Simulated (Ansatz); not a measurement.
# Si: the cost of one run

Method: DFT LDA, scalar-relativistic, in Ansatz 0.2.0.

### 1 The system as given

The structure is orthorhombic, space group Imma (No. 74). The conventional cell has a = 4.502 Å, b = 4.737 Å, c = 2.550 Å, α = 90.00°, β = 90.00°, γ = 90.00°. Around Si (site symmetry mm2) lie 8 Si at 2.39 to 2.74 Å.

Structure file:

```
Si
1.0
    -2.25100    2.36850    1.27500
     2.25100   -2.36850    1.27500
     2.25100    2.36850   -1.27500
Si
2
Direct
  0.80700 0.55700 0.25000
  0.19300 0.44300 0.75000
```

Atoms are numbered in the order of the input: Si1, Si2.

### 2 The deformed structure

Space group Imma before, Imma after.

### 3 LAPW, all electrons

input.yaml

```yaml
crystal:
  lattice:
    - [-2.27351, 2.392185, 1.275]
    - [2.27351, -2.392185, 1.275]
    - [2.27351, 2.392185, -1.275]
  atoms:
    - { symbol: Si, position: [0.807, 0.557, 0.25] }
    - { symbol: Si, position: [0.193, 0.443, 0.75] }
kpoints:
  mp_grid: { grid: [16, 16, 16] }
  band_path:
    path:
      - [0.0, 0.0, 0.0]
      - [0.5, -0.5, 0.5]
      - [0.4758105458, -0.4758105458, 0.5241894542]
      - [-0.4758105458, 0.4758105458, 0.4758105458]
      - [0.0, 0.0, 0.0]
      - [0.3210183949, 0.3210183949, -0.3210183949]
      - [0.6789816051, -0.3210183949, 0.3210183949]
      - [0.5, -0.5, 0.5]
      - [0.0, 0.0, 0.0]
    npoints: 5
scf:
  occupations: { method: fermi_dirac, width: 0.05 }
hamiltonian:
  xc: lda
  pseudopotentials: { kind: all_electron, lapw: { basis_error: 0.0005 } }
output:
  forces: true
  stress: true
  eigenvalues: true
```

The run is started by

```
$ ansatz run input.yaml --threads 1 --pin off --max-ram 3072MiB --backend cpu --events-out ev --progress --plain --runs-dir out
```

What time and memory should one allow on 1 thread of Intel Xeon 6975P-C (Granite Rapids), shared host?

About 25 s, with a peak of 0.75 GiB.
